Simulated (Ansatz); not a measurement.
SF6, space group Im-3m, a run that restarts from a saved state

Program: the Python package of Ansatz (0.2.0).

Interactive session:
```pycon
>>> import warnings
>>> import ansatz as az
>>> warnings.simplefilter("ignore", az.DeckWarning)
>>> structure = (
...     az.Lattice.of([-2.873505, 2.873505, 2.873505], [2.873505, -2.873505, 2.873505], [2.873505, 2.873505, -2.873505])
...     .atom("S", [0.0, 0.0, 0.0])
...     .atom("F", [0.725627, 0.725627, 0.0])
...     .atom("F", [0.274373, 0.274373, 0.0])
...     .atom("F", [0.0, 0.274373, 0.274373])
...     .atom("F", [0.0, 0.725627, 0.725627])
...     .atom("F", [0.725627, 0.0, 0.725627])
...     .atom("F", [0.274373, 0.0, 0.274373])
... )
>>> structure.resolved().tree()["lattice"]
((-2.873505, 2.873505, 2.873505), (2.873505, -2.873505, 2.873505), (2.873505, 2.873505, -2.873505))
>>> calc = (
...     structure.calculation()
...     .functional("pbesol")
...     .pseudopotentials("paw")
...     .basis(550)
...     .occupations(az.OccupationsMethod.FIXED)
... )
>>> coarse = calc.kpoints(*(3, 3, 3)).checkpoint(write="state").run(threads=1, pin="off").report

>>> warm = calc.kpoints(*(6, 6, 6)).checkpoint(read="state").run(threads=1, pin="off").report
>>> cold = calc.kpoints(*(6, 6, 6)).run(threads=1, pin="off").report
>>> for label, summary in (("coarse", coarse), ("fine, from the saved density", warm), ("fine, fresh start", cold)):
...     print(f"{label:30s} F = {summary['free_energy_ev']:.5f} eV  iterations {summary['n_iterations']}")
...
coarse                         F = -5683.82607 eV  iterations 6
fine, from the saved density   F = -5683.82608 eV  iterations 2
fine, fresh start              F = -5683.82608 eV  iterations 6
```

Notes:
- Absolute energies stand on the zero of these potentials, so only differences at equal settings mean something. A total without «per atom» is that of the cell as typed.
- This cell is a computed structure, which may not be the phase found in nature.
- The whole script took 6.1 s on 1 thread of Arm Neoverse V1 (shared host), peak memory 0.41 GiB.

(Lines on the test bed's own set-up are left out of the output.)
